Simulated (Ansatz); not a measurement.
Predict the output of the script below (the Python package of Ansatz (0.2.0)).

`c2h6f2si.xyz`
```text
11

F    -0.66950   -0.45140    1.92130
C     0.45240   -0.41420    1.22950
F     1.12770   -1.47360    1.68350
C     0.27100   -0.59890   -0.24910
Si   -0.56710    0.85030   -1.08710
H     1.01080    0.51700    1.46780
H     1.17050   -0.85070   -0.73670
H    -0.41320   -1.46560   -0.38530
H    -0.71120    0.62620   -2.48350
H    -1.90270    1.16200   -0.47790
H     0.29680    2.04180   -0.86200
```

`opt_c2h6f2si.py`:
```python
"""Relax the C2H6F2Si molecule."""

from dataclasses import dataclass
import itertools
import warnings

import ansatz as az
from ase.data import atomic_numbers, covalent_radii
import numpy as np


@dataclass(frozen=True)
class Options:
    basis_set: str = "cc-pVDZ"
    functional: str = "B3LYP"


opts = Options()

warnings.simplefilter("ignore", az.DeckWarning)

mol = az.Crystal.molecule_from_extxyz("c2h6f2si.xyz")

setup = (
    mol.calculation()
    .basis(gaussian=opts.basis_set)
    .functional(opts.functional)
    .scf(lower_state_search="light")
)
symbols = [site.symbol for site in mol.cartesian_sites]
start = np.array([site.position_ang for site in mol.cartesian_sites], dtype=float)
def progress(event):
    if event["event"] == "relax_step":
        row = event["data"]
        print(f"step {row['step']:3d}  E = {row['lagrangian_ev']:.6f} eV  largest force component {row['allowed_force_max_ev_ang']:.4f} eV/A")


summary = setup.relax(force_tolerance=0.02, max_steps=100).session().plan().execute(on_event=progress).report
end = np.array(summary["positions_ang"])

print(f"E = {summary['free_energy_ev']:.6f} eV = {summary['free_energy_ev'] / 27.211386246:.7f} Ha")
print("converged:", summary["converged"], " doubts:", summary["published_state_doubts"] or "none")

# pairs closer than 1.2 times the sum of covalent radii, before or after
radius = [covalent_radii[atomic_numbers[s]] for s in symbols]
span = lambda where, i, j: np.linalg.norm(where[i] - where[j])
bonded = [(i, j) for i, j in itertools.combinations(range(len(symbols)), 2) if min(span(start, i, j), span(end, i, j)) < 1.2 * (radius[i] + radius[j])]
print("pair        before    after (A)")
for i, j in bonded:
    print(f"{symbols[i]}{i}-{symbols[j]}{j}".ljust(10), f"{span(start, i, j):8.4f} {span(end, i, j):8.4f}")
with open("c2h6f2si_opt.xyz", "w") as handle:
    handle.write(f"{len(symbols)}\nrelaxed C2H6F2Si\n")
    handle.writelines(f"{s:2s} {x:11.6f} {y:11.6f} {z:11.6f}\n" for s, (x, y, z) in zip(symbols, end))
```

```console
$ python opt_c2h6f2si.py
step   1  E = -15483.599866 eV  largest force component 2.5831 eV/A
step   2  E = -15483.871888 eV  largest force component 0.9626 eV/A
step   3  E = -15483.916556 eV  largest force component 0.2068 eV/A
step   4  E = -15483.920761 eV  largest force component 0.0882 eV/A
step   5  E = -15483.924917 eV  largest force component 0.1519 eV/A
step   6  E = -15483.928666 eV  largest force component 0.1976 eV/A
step   7  E = -15483.915421 eV  largest force component 0.6701 eV/A
step   8  E = -15483.932250 eV  largest force component 0.0277 eV/A
step   9  E = -15483.934129 eV  largest force component 0.0349 eV/A
step  10  E = -15483.934385 eV  largest force component 0.0478 eV/A
step  11  E = -15483.934609 eV  largest force component 0.0140 eV/A
E = -15483.934845 eV = -569.0241102 Ha
converged: True  doubts: none
pair        before    after (A)
F0-C1        1.3186   1.3772
C1-F2        1.3358   1.3717
C1-C3        1.5011   1.5097
C1-H5        1.1116   1.1042
C3-Si4       1.8721   1.9107
C3-H6        1.0537   1.1026
C3-H7        1.1126   1.1036
Si4-H8       1.4216   1.4960
Si4-H9       1.5007   1.4927
Si4-H10      1.4888   1.4971
```

`c2h6f2si_opt.xyz`, as written:
```text
11
relaxed C2H6F2Si
F    -0.593581   -0.046764    1.895807
C     0.542387   -0.434171    1.220471
F     0.957882   -1.612690    1.786124
C     0.238695   -0.620766   -0.246510
Si   -0.630853    0.873209   -1.060507
H     1.319931    0.323620    1.421533
H     1.180936   -0.831341   -0.779043
H    -0.403145   -1.511993   -0.354322
H    -0.564657    0.707776   -2.545874
H    -2.059143    0.959144   -0.635453
H     0.077045    2.136876   -0.681725
```

Notes:
- The settings weren't tested for convergence.
- The end point is the stationary point reached from this start; no frequency run checks that it is a minimum, and the basis set is modest.
- b3lyp holds the VWN-RPA fit, as in Gaussian; the form of ORCA and Turbomole is b3lyp5.
- Wall time of the script: 55 s on 1 thread of Intel(R) Xeon(R) CPU @ 2.60GHz (Ice Lake), on a shared host, peak memory 0.31 GiB.
